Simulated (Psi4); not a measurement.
# B3LYP/def2-TZVPP (density fitting, core potential, sweep point 4) run of CH5FOSn (SMILES FC[O][SnH3])

Aim: a single-point energy of CH5FOSn. 

The calculation is run with Psi4 1.11.

33 further runs of the same task are left out: 33 set aside as unsound or not needed.

### 1 The structure to begin with

CH5FOSn has 9 atoms, charge 0, and is taken as a singlet. As SMILES, `FC[O][SnH3]`. The shape is that of a PBE0-D4/def2-TZVP optimisation. This is one conformer, not always the lowest.

Bond lengths: F1–C2 1.398 Å, C2–O3 1.354 Å, O3–Sn4 1.991 Å, C2–H5 1.100 Å, C2–H6 1.095 Å, Sn4–H7 1.705 Å, Sn4–H8 1.700 Å, Sn4–H9 1.699 Å. Some angles: F1–C2–O3 110.7°, C2–O3–Sn4 118.4°, F1–C2–H5 105.2°, F1–C2–H6 106.7°, O3–C2–H5 113.4°, O3–C2–H6 109.7°, O3–Sn4–H7 106.3°, O3–Sn4–H8 101.6°, O3–Sn4–H9 108.3°, H5–C2–H6 110.9°.

### 2 A single-point energy at B3LYP/def2-TZVPP (density fitting, core potential, sweep point 4)

File input.dat:

```
memory 1.6 GB

molecule {
  0 1
  F     -1.12778855     3.31495757     0.05952637
  C     -2.44058129     1.06977396     0.52496592
  O     -1.39083843    -0.87569909    -0.76533908
  Sn     2.34193759    -1.32564288    -0.60414544
  H     -2.37878725     0.82014114     2.58760198
  H     -4.38246386     1.36929555    -0.12491090
  H      3.19382612    -0.73756011     2.44681739
  H      2.66035644    -4.40892002    -1.44620740
  H      3.69157998     0.68615956    -2.71062315
  units au
  symmetry c1
}

set globals {
  basis                def2-TZVPP
  reference            rks
  puream               true
  scf_type             df
  dft_radial_points    99
  dft_spherical_points 590
}

energy_value, wavefunction = energy("b3lyp", return_wfn=True)
print_variables()
```

On the command line:

```sh
psi4 input.dat output.dat -n 1
```

Q: Predict the results. Wanted: total energy; dipole moment; HOMO energy; LUMO energy; HOMO–LUMO gap.

Answer, from the run:

At B3LYP/def2-TZVPP (density fitting, core potential, sweep point 4):

| quantity | value |
| --- | --- |
| total energy | -430.63680 Eh |
| dipole moment | 1.62 D |
| HOMO energy | -7.80 eV |
| LUMO energy | -0.76 eV |
| HOMO–LUMO gap | 7.04 eV |
